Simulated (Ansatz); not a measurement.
## KNiF3, space group Pm-3m: a convergence test of the plane-wave cutoff

Run with Ansatz 0.2.0 through its Python package.

Input file `POSCAR`:
```text
KNiF3
1.0
   4.00000000    0.00000000    0.00000000
   0.00000000    4.00000000    0.00000000
   0.00000000    0.00000000    4.00000000
K Ni F
1 1 3
Direct
   0.00000000    0.00000000    0.00000000
   0.50000000    0.50000000    0.50000000
   0.50000000    0.50000000    0.00000000
   0.00000000    0.50000000    0.50000000
   0.50000000    0.00000000    0.50000000
```

Script `ecut_knif3.py`:
```python
"""Cutoff test for KNiF3."""

import warnings

import ansatz
from ase.io import read

warnings.simplefilter("ignore", ansatz.DeckWarning)

atoms = read("POSCAR", format="vasp")
xtal = ansatz.Crystal.from_ase(atoms).moments(Ni=1.0)

model = (
    xtal.calculation()
    .spin(ansatz.SpinTreatment.COLLINEAR)
    .functional("pbesol")
    .scf(tolerance=1e-09, extra_bands=8)
    .eigensolver("davidson", mixed_precision=False)
    .kpoints(density=2.7)
    .occupations("gaussian", width=0.05)
    .stress()
)

rows = []
for value in [250, 300, 350, 400, 450, 500]:
    summary = model.basis(value).run(threads=1).report
    rows.append((value, summary["free_energy_ev"] / len(summary["lattice"]["sites"]), summary["n_iterations"], sum(summary["stress_gpa"][i][i] for i in range(3)) / 3, summary["magnetization_mub"], summary["n_pw"]))

print(" cutoff (eV)   F/atom (eV)    iterations       P (GPa)  moment (muB)   plane waves")
for row in rows:
    print(f"{str(row[0]):>12s}  {row[1]:12.5f}  {row[2]:12d}  {row[3]:12.3f}  {row[4]:12.3f}  {row[5]:12d}")

# differences from the last row
for row in rows[:-1]:
    shift = 1000 * (row[1] - rows[-1][1])
    print(f"{row[0]}: {shift:+.2f} meV/atom" + ("  (within 1 meV)" if abs(shift) < 1 else ""))
```

```console
$ python ecut_knif3.py
 cutoff (eV)   F/atom (eV)    iterations       P (GPa)  moment (muB)   plane waves
         250   -1942.72690            19        -5.520         2.000           587
         300   -1944.45175            19        -0.223         2.000           739
         350   -1944.84378            18         0.191         2.000           949
         400   -1944.91139            17         0.095         2.000          1189
         450   -1944.92007            17         0.087         2.000          1357
         500   -1944.92088            18         0.085         2.000          1647
250: +2193.97 meV/atom
300: +469.12 meV/atom
350: +77.09 meV/atom
400: +9.48 meV/atom
450: +0.80 meV/atom  (within 1 meV)
```

From 450 eV on it stays within 1 meV an atom of the value at 500 eV; the first row (250 eV) is off by 2194.0 meV and the last but one by 0.80 meV. The energy falls steadily, as expected when plane waves are added. The pressure moves from -5.52 to 0.09 GPa (the program's stress holds a Pulay correction, so it settles early). The last run costs about 2.0 times the first.

What to keep in mind:
- The magnetic order follows from the starting moments and needn't be the lowest.
- The overall sign of a collinear moment is arbitrary, and semilocal functionals can give small moments to compounds that are paramagnetic.
- The program warned that this SCF threshold is loose for forces or stresses.
- With one magnetic atom the cell can hold only ferromagnetic order.
- Of the deposited cell: the entry's cell lengths or inner coordinates differ somewhat from later room-temperature determinations.
- Pressure is positive in compression.
- Without a Hubbard U or exact exchange, semilocal functionals often make such 3d compounds metallic or too weakly gapped.
- The structure is a deposited one; some such entries were measured under pressure or heat, so a shift against it needn't be the functional's error alone.
- Shifts are counted from the last row, which is itself no proven limit.
- The script silences the warnings on its input, which a real study should read.
- Hardware and time: 35 s on 1 thread of Arm Neoverse V1 (shared host), peak memory 0.46 GiB.
